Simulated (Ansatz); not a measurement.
# C4H6F2O: one species, many methods

One table from this session's results is given with a row withheld; the runs are named, their logs left out.

Program: Ansatz 0.2.0, Gaussian basis. Level of theory: functionals in def2-TZVPP, the program's frozen cores in correlated methods. These are calculated values, not measurements.

The runs, in order: LDA (SPW92), PBE-D4, revPBE-D4, BLYP-D4, r2SCAN-D4, B97M-V, PBE0-D4, B3LYP-D4, r2SCANh-D4, r2SCAN0-D4, HSE06-D4, BHLYP-D4, CAM-B3LYP-D4, LC-ωPBE, ωB97X-V, ωB97M-V, B2PLYP, PBE-QIDH; CCSD(T)/def2-SVP; CCSD(T)/def2-TZVPP; MP2/def2-QZVPP; extrapolation to the limit; RPA on PBE.

### The relaxed structure

An earlier PBE0-D4 in a triple-zeta def2 set relaxation fixed the geometry.

SMILES `F[C@@H]1CC[C@H](F)O1`, 13 atoms, charge 0, spin multiplicity 1.

Atoms are counted from 1 here; the program's logs count them from 0.

Bond lengths: F1–C2 1.373 Å, C2–C3 1.527 Å, C2–O7 1.396 Å, C2–H8 1.092 Å, C3–C4 1.526 Å, C3–H9 1.090 Å, C3–H10 1.089 Å, C4–C5 1.513 Å, C4–H11 1.089 Å, C4–H12 1.092 Å, C5–F6 1.380 Å, C5–O7 1.386 Å, C5–H13 1.091 Å. Angles: F1–C2–C3 110.3°, F1–C2–O7 109.7°, F1–C2–H8 106.2°, C3–C2–O7 107.2°, C3–C2–H8 115.6°, O7–C2–H8 107.8°, C2–C3–C4 103.7°, C2–C3–H9 108.0°, C2–C3–H10 111.9°, C4–C3–H9 111.7°, C4–C3–H10 113.2°, H9–C3–H10 108.3°, C3–C4–C5 102.0°, C3–C4–H11 114.1°, C3–C4–H12 111.4°, C5–C4–H11 111.8°, C5–C4–H12 108.8°, H11–C4–H12 108.6° and more.

Set-up of the first run:

in.yaml

```yaml
crystal:
  periodic: [false, false, false]
  atoms:
    - {symbol: F, position_ang: [-1.612072, 1.641658, 0.368029]}
    - {symbol: C, position_ang: [-1.246306, 0.319711, 0.299988]}
    - {symbol: C, position_ang: [-0.447764, 0.055085, -0.974425]}
    - {symbol: C, position_ang: [0.838425, -0.591512, -0.466966]}
    - {symbol: C, position_ang: [0.900590, -0.088878, 0.958601]}
    - {symbol: F, position_ang: [1.498312, 1.154351, 0.989491]}
    - {symbol: O, position_ang: [-0.417223, 0.005958, 1.377952]}
    - {symbol: H, position_ang: [-2.167212, -0.257416, 0.407603]}
    - {symbol: H, position_ang: [-0.253486, 1.013736, -1.455959]}
    - {symbol: H, position_ang: [-0.997065, -0.573363, -1.674109]}
    - {symbol: H, position_ang: [1.728165, -0.316353, -1.031441]}
    - {symbol: H, position_ang: [0.757754, -1.680477, -0.453653]}
    - {symbol: H, position_ang: [1.438183, -0.717402, 1.669790]}
basis:
  gaussian: {orbitals: def2-TZVPP}
hamiltonian: {xc: lda}
output: {orbitals: {seedname: orbitals}}
```

Command:

```
$ ansatz run in.yaml --threads 4 --pin off --events-out ev --progress --plain --max-ram 11315MiB
```

Among the steps run: LDA; PBE-D4 (GGA); revPBE-D4 (GGA); BLYP-D4 (GGA); r2SCAN-D4 (meta-GGA); B97M-V (meta-GGA); B3LYP-D4 (hybrid); r2SCANh-D4 (hybrid); r2SCAN0-D4 (hybrid); HSE06-D4 (hybrid); BHLYP-D4 (hybrid); CAM-B3LYP-D4 (range-separated); LC-ωPBE (range-separated); ωB97X-V (range-separated); ωB97M-V (range-separated); B2PLYP (double hybrid); PBE-QIDH (double hybrid).

One table of the session follows, with a row left open; its other results are not shown here.

It belongs to the step «Orbital energies across the functionals». 

```
  functional  HOMO (eV)  LUMO (eV)  gap (eV)
 LDA (SPW92)      -7.58       0.08      7.66
      PBE-D4          ?          ?         ?
   revPBE-D4      -7.33       0.31      7.63
     BLYP-D4      -7.33       0.21      7.54
   r2SCAN-D4      -7.77       0.99      8.76
      B97M-V      -7.94       0.40      8.33
     PBE0-D4      -9.10       1.05     10.16
    B3LYP-D4      -8.86       0.69      9.55
  r2SCANh-D4      -8.41       1.24      9.65
  r2SCAN0-D4      -9.36       1.58     10.94
    HSE06-D4      -8.69       0.68      9.38
    BHLYP-D4     -10.77       1.64     12.40
CAM-B3LYP-D4     -10.61       1.81     12.41
     LC-ωPBE     -11.91       3.14     15.05
     ωB97X-V     -11.59       2.94     14.54
     ωB97M-V     -11.52       2.51     14.03
```

Estimate the missing values for PBE-D4.

**Answer.** HOMO (eV): -7.40; LUMO (eV): 0.24; gap (eV): 7.64. In the column «HOMO (eV)» it lies between LDA (SPW92) (-7.58) and revPBE-D4 (-7.33).
